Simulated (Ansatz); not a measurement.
**C₂H₉AlSn: up Jacob's ladder to CCSD(T)**

An exercise on one series of results from a longer session: the logs are not shown, and one member is left open.

Program: Ansatz 0.2.0, Gaussian basis. Level of theory: functionals in def2-TZVPP, the program's frozen cores in correlated methods. These are calculated values, not measurements.

The runs, in order: PBE-D4, r2SCAN-D4, PBE0-D4, B3LYP-D4, ωB97X-V, ωB97M-V, B2PLYP; CCSD(T)/def2-TZVPP; MP2/def2-QZVPP; extrapolation to the limit.

**Structure used throughout**

An earlier PBE0-D4 in a triple-zeta def2 set relaxation fixed the geometry. Sn takes the def2 core potential; no spin-orbit term is included.

13 atoms, charge 0, spin multiplicity 1.

Atoms are counted from 1 here; the program's logs count them from 0.

Bond lengths: C1–Sn2 2.154 Å, C1–H5 1.090 Å, C1–H6 1.091 Å, C1–H7 1.091 Å, Sn2–C3 2.155 Å, Sn2–Al4 2.665 Å, Sn2–H8 1.725 Å, C3–H9 1.091 Å, C3–H10 1.090 Å, C3–H11 1.091 Å, Al4–H12 1.592 Å, Al4–H13 1.592 Å. Angles: Sn2–C1–H5 110.5°, Sn2–C1–H6 110.1°, Sn2–C1–H7 109.6°, H5–C1–H6 108.8°, H5–C1–H7 108.9°, H6–C1–H7 108.9°, C1–Sn2–C3 107.2°, C1–Sn2–Al4 113.8°, C1–Sn2–H8 106.5°, C3–Sn2–Al4 113.3°, C3–Sn2–H8 106.4°, Al4–Sn2–H8 109.2°, Sn2–C3–H9 109.5°, Sn2–C3–H10 110.5°, Sn2–C3–H11 110.2°, H9–C3–H10 108.9°, H9–C3–H11 108.9°, H10–C3–H11 108.9° and more.

The first run:

in.yaml

```yaml
crystal:
  periodic: [false, false, false]
  atoms:
    - {symbol: C, position_ang: [-1.044586, 1.512099, -0.848055]}
    - {symbol: Sn, position_ang: [-0.220593, -0.399046, -0.291892]}
    - {symbol: C, position_ang: [1.909395, -0.290118, -0.602904]}
    - {symbol: Al, position_ang: [-0.889495, -1.182274, 2.166094]}
    - {symbol: H, position_ang: [-2.130959, 1.500075, -0.758553]}
    - {symbol: H, position_ang: [-0.647764, 2.294927, -0.200754]}
    - {symbol: H, position_ang: [-0.777150, 1.738802, -1.880890]}
    - {symbol: H, position_ang: [-0.820758, -1.543569, -1.434498]}
    - {symbol: H, position_ang: [2.111841, -0.033680, -1.643503]}
    - {symbol: H, position_ang: [2.377875, -1.248073, -0.376857]}
    - {symbol: H, position_ang: [2.344805, 0.475514, 0.040126]}
    - {symbol: H, position_ang: [-0.044688, -2.296199, 2.926897]}
    - {symbol: H, position_ang: [-2.147524, -0.563257, 2.919487]}
basis:
  gaussian: {orbitals: def2-TZVPP}
hamiltonian: {xc: pbe, dispersion: d4}
output: {forces: true, orbitals: {seedname: orbitals}}
```

Launch:

```console
ansatz run in.yaml --threads 4 --pin off --events-out ev --progress --plain --max-ram 10444MiB
```

Among the steps run: PBE-D4 (GGA); r2SCAN-D4 (meta-GGA); PBE0-D4 (hybrid); B3LYP-D4 (hybrid); ωB97X-V (range-separated); ωB97M-V (range-separated); B2PLYP (double hybrid); CCSD(T) in def2-TZVPP; MP2 in def2-QZVPP.

One of the session's tables, all rows but one given; the rest of the session is left out.

```
            method  atomisation energy (kJ/mol)
            PBE-D4                       4062.8
         r2SCAN-D4                       4062.3
           PBE0-D4                       4042.3
          B3LYP-D4                       4054.5
           ωB97X-V                       4083.0
           ωB97M-V                       4062.5
            B2PLYP                       4007.8
     HF/def2-TZVPP                       3057.1
    MP2/def2-TZVPP                            ?
   CCSD/def2-TZVPP                       3952.1
CCSD(T)/def2-TZVPP                       3995.2
           MP2/CBS                       4065.3
       CCSD(T)/CBS                       4089.2
```

Estimate the missing values for MP2/def2-TZVPP.

As computed: atomisation energy (kJ/mol): 3971.4. In the column «atomisation energy (kJ/mol)» it lies between CCSD/def2-TZVPP (3952.1) and CCSD(T)/def2-TZVPP (3995.2).

To keep in mind: Free atoms (2 C, 1 Sn, 1 Al, 9 H) were run apart at each level; the atomisation energy is their sum less the molecule, without zero-point or spin-orbit terms.
